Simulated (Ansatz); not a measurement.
# AlFH4O2: the cost of one run

Method: RKS PBE0-D4/def2-SVP, in Ansatz 0.2.0.

## 1. The starting structure

Bond lengths: Al1–F2 2.040 Å, Al1–O3 1.780 Å, O3–H4 1.010 Å, Al1–O5 1.780 Å, O5–H6 1.010 Å. Angles: F2–Al1–O3 120.0°, F2–Al1–O5 120.0°, O3–Al1–O5 120.0°, Al1–O3–H4 109.5°, Al1–O5–H6 109.5°.

As a file:

```xyz
8

Al    0.0000    0.0000    0.0000
F     0.0000    0.0000    2.0400
O     1.5415    0.0000   -0.8900
H     1.8414   -0.9519   -1.0449
O    -1.5415    0.0000   -0.8900
H    -2.0512   -0.8467   -0.6815
H     0.0834    1.7631    0.5865
H     0.0624    1.3199    1.5347
```

## 2. A restrained relaxation towards end A

Springs on the bonds that form and break draw the guess towards this end; the thresholds are loose.

File input.yaml:

```yaml
crystal:
  periodic: [false, false, false]
  atoms:
    - { symbol: Al, position_ang: [0.0, 0.0, 0.0] }
    - { symbol: F, position_ang: [0.0, 0.0, 2.04] }
    - { symbol: O, position_ang: [1.5415, 0.0, -0.89] }
    - { symbol: H, position_ang: [1.8414, -0.9519, -1.0449] }
    - { symbol: O, position_ang: [-1.5415, 0.0, -0.89] }
    - { symbol: H, position_ang: [-2.0512, -0.8467, -0.6815] }
    - { symbol: H, position_ang: [0.0834, 1.7631, 0.5865] }
    - { symbol: H, position_ang: [0.0624, 1.3199, 1.5347] }
basis:
  gaussian: { orbitals: def2-SVP }
hamiltonian:
  xc: pbe0
  dispersion: d4
relax:
  f_tol: 0.15
  max_steps: 25
  restrain:
    - { distance: [0, 6], at: 2.76, k: 30.0 }
    - { distance: [7, 1], at: 2.12, k: 30.0 }
    - { distance: [0, 1], at: 1.69, k: 30.0 }
    - { distance: [7, 6], at: 0.66, k: 30.0 }
output:
  orbitals: {}
```

On the command line:

```sh
$ ansatz run input.yaml --threads 2 --pin off --max-ram 3072MiB --backend cpu --events-out ev --progress --plain --runs-dir out
```

**Question.** How long does this run take on 2 threads of Arm Neoverse V2, shared host, and how much memory does it need?

About 15 s, with a peak of 0.15 GiB.
